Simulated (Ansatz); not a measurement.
NaLaMnMoO6:

```
Na La Mn Mo O
1.0
     4.97775   -2.88146    0.02055
     4.97775    2.88146    0.02055
    -3.06086    0.00000    4.59785
Na La Mn Mo O
1 1 1 1 6
Direct
  0.99482 0.99482 0.49994
  0.75307 0.75307 0.78825
  0.25016 0.25016 0.19811
  0.49867 0.49867 0.99722
  0.30338 0.30338 0.61396
  0.32902 0.82850 0.87649
  0.19558 0.63630 0.15354
  0.63630 0.19558 0.15354
  0.82850 0.32902 0.87649
  0.71050 0.71050 0.34246
```

The cell was built by a generator and needn't be a form met in nature.

| Item | Value |
| --- | --- |
| Program | Ansatz 0.2.0 |
| Task | relaxation of cell and atoms |
| Functional | RPBE |
| Potentials or basis | Ansatz PAW |
| Cutoff | 420 eV (not typed: the program's choice for these potentials) |
| k mesh | 4 × 4 × 4 |
| Occupations | fermi-dirac, width 0.05 eV |
| Spin | collinear spin, ferromagnetic start |
| Starting moments | [0.0, 0.0, 4.0, 1.0, 0.0, 0.0, 0.0, 0.0, 0.0, 0.0] μB |

At the start: volume 13.23 Å³/atom.

Where does the relaxation end?

It ends after 25 steps and the volume is 14.27 Å³/atom (+7.9 %); space group Cm (No. 8, to 0.05 Å); moment 5.00 μB per cell.

Step by step:
```csv
step,energy change (eV),largest force (eV/Å),volume (Å³)
1,0.0000,0.1063,132.26
2,-0.0344,0.1737,136.75
3,-0.0422,0.1183,137.40
4,-0.0442,0.0646,138.37
5,-0.0451,0.1038,138.62
6,-0.0455,0.0925,138.81
7,-0.0463,0.0813,139.07
8,-0.0470,0.0691,139.58
9,-0.0472,0.0668,139.99
10,-0.0478,0.0559,140.20
11,-0.0484,0.0875,140.02
12,-0.0487,0.0365,140.15
13,-0.0488,0.0157,140.12
14,-0.0488,0.0073,140.14
15,-0.0835,0.0074,140.14
16,-0.0829,0.0579,141.13
17,-0.0822,0.0470,141.95
18,-0.0814,0.0149,142.29
19,-0.0815,0.0081,142.29
20,-0.0883,0.0081,142.29
21,-0.0876,0.0079,142.58
22,-0.0874,0.0262,142.65
23,-0.0872,0.0104,142.74
24,-0.0873,0.0058,142.70
25,-0.0887,0.0058,142.70
```

Final structure:
```xyz
10
Lattice="5.2591 -2.9036 0.0892 5.2591 2.9036 0.0892 -3.1706 0.0000 4.6186" Properties=species:S:1:pos:R:3 pbc="T T T"
Na    8.5825    0.0000    2.4853
La    5.2728    0.0000    3.7887
Mn    1.9810    0.0000    0.8871
Mo    2.0588    0.0000    4.7200
O     1.5255    0.0000    2.9060
O     3.4097    1.4332    4.2089
O     3.9626    1.3021    0.7244
O     3.9626   -1.3021    0.7244
O     3.4097   -1.4332    4.2089
O     6.2466    0.0000    1.7295
```

Caveat: the plane-wave basis is chosen anew once the cell has moved, so the energies of steps on either side of that aren't comparable; the pressure holds a Pulay correction of +0.4 GPa for the finite cutoff; a cell with one magnetic atom can't hold antiferromagnetic order, which such compounds often take; the PAW data sets come from PBE, with cores solved anew for the run's functional, which leaves a small shift of forces and pressure.
